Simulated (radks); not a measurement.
**Pm²⁺ with its nuclear charge varied continuously**

What is the energy between the elements? 59 electrons are held in [Xe] 4f5 while Z is changed in small steps.

The numbers are computed with radks (a radial shooting solver on a logarithmic mesh, Libxc functionals) version 1 (Dirac Kohn-Sham, PBE, spin-unpolarised, spherical densities, point nucleus; open shells are shared between the two j in proportion to 2j + 1), except any that are marked as measured or tabulated.

## Step 1: The atom as given

- element: promethium (Z = 61)
- charge: +2
- electrons: 59
- configuration: [Xe] 4f5

Outer shells as boxes (Hund's rule):

Pm²⁺
```
[Xe] core
4f [↑ ][↑ ][↑ ][↑ ][↑ ][  ][  ]
```

## Step 2: Z = 61

Settings of this run:

```text
Z 61
configuration [Xe] 4f5
relativity Dirac
functional pbe,pbe
spin unpolarised
j_filling average
nucleus point
c 137.035999084
```

## Step 3: Z = 60.5

Settings, as their differences from step 2:

```diff
@@ -1,2 +1,2 @@
-Z 61
+Z 60.5
 configuration [Xe] 4f5
```

## Step 4: Z = 60.75

Settings, as their differences from step 3:

```diff
@@ -1,2 +1,2 @@
-Z 60.5
+Z 60.75
 configuration [Xe] 4f5
```

## Step 5: Z = 61.25

Settings, as their differences from step 4:

```diff
@@ -1,2 +1,2 @@
-Z 60.75
+Z 61.25
 configuration [Xe] 4f5
```

## Step 6: Z = 61.5

Settings, as their differences from step 5:

```diff
@@ -1,2 +1,2 @@
-Z 61.25
+Z 61.5
 configuration [Xe] 4f5
```

## Step 7: Z = 61.75

Settings, as their differences from step 6:

```diff
@@ -1,2 +1,2 @@
-Z 61.5
+Z 61.75
 configuration [Xe] 4f5
```

## Step 8: Z = 62

Settings, as their differences from step 7:

```diff
@@ -1,2 +1,2 @@
-Z 61.75
+Z 62
 configuration [Xe] 4f5
```

Q: Predict the outcome of this session. Wanted: for each run, Z; E; E(electron-nucleus)/Z; highest level; its energy; <r>.

**Answer**, as computed:

```
    Z  E (hartree)  E(electron-nucleus)/Z (hartree)  highest level  its energy (eV)  <r> (bohr)
 60.5   -9826.8393                         -396.947          4f7/2           -7.971       1.159
60.75   -9926.3750                         -399.338          4f7/2          -11.302       1.094
   61  -10026.5081                         -401.726          4f7/2          -14.971       1.043
61.25  -10127.2377                         -404.112          4f7/2          -18.917       1.002
 61.5  -10228.5639                         -406.498          4f7/2          -23.107      0.9675
61.75  -10330.4866                         -408.884          4f7/2          -27.515      0.9374
   62  -10433.0061                         -411.272          4f7/2          -32.127      0.9107
```

What this shows: At Z = 61 the central difference of E is -401.725 hartree, against -401.726 from the Hellmann-Feynman theorem. The top level goes from -7.971 eV at Z = 60.5 to -32.127 eV at Z = 62.
